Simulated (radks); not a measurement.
# Excited configurations of Rb²⁺

An exercise on one series of results from a longer session: the logs are not shown, and one member is left open.

The numbers are computed with radks (a radial shooting solver on a logarithmic mesh, Libxc functionals) version 1 (scalar-relativistic Kohn-Sham, r2SCAN, spin-polarised, spherical densities, finite nucleus; open shells are filled with parallel spins first), except any that are marked as measured or tabulated.

## The system

* element: rubidium (Z = 37)
* charge: +2
* electrons: 35
* configuration: [Ar] 3d10 4s2 4p5
* nuclear rms radius: 4.2036 fm

The outer shells:

Rb²⁺
```
[Ar] core
3d [↑↓][↑↓][↑↓][↑↓][↑↓]
4s [↑↓]
4p [↑↓][↑↓][↑ ]
```

The first run:

Settings of this run:

```text
Z 37
configuration [Ar] 3d10 4s2 4p5
relativity scalar-relativistic
functional r2scan,r2scan
spin polarised
nucleus finite rms 4.2036 fm
c 137.035999084
```

Steps of the session up to this table: Ground configuration: [Ar] 3d10 4s2 4p5.

One of the session's tables, all rows but one given; the rest of the session is left out.

It belongs to the step «Ground configuration: [Ar] 3d10 4s2 4p5». Sizes of the orbitals, from the radial functions (bohr):

| level | <r> | outermost maximum (interpolated) | 90 % within | nodes |
| --- | --- | --- | --- | --- |
| 3p up | 0.5178 | 0.446 | 0.787 | 1 |
| 3p down | 0.5178 | 0.446 | 0.787 | 1 |
| 3d up | 0.5249 | 0.394 | 0.854 | 0 |
| 3d down | 0.5243 | 0.395 | 0.852 | 0 |
| 4s up | 1.427 | 1.25 | 2.09 | 3 |
| 4s down | 1.430 | 1.25 | 2.10 | 3 |
| 4p up | ? | ? | ? | ? |
| 4p down | 1.638 | 1.40 | 2.44 | 2 |

Q: Estimate the row for 4p up from the others.

The run gave: <r>: 1.629; outermost maximum (interpolated): 1.40; 90 % within: 2.42; nodes: 2. In the column «<r>» it lies between 4s down (1.430) and 4p down (1.638).

Limits of these values: Open shells are spherical and high-spin; term and fine-structure splittings are not resolved.
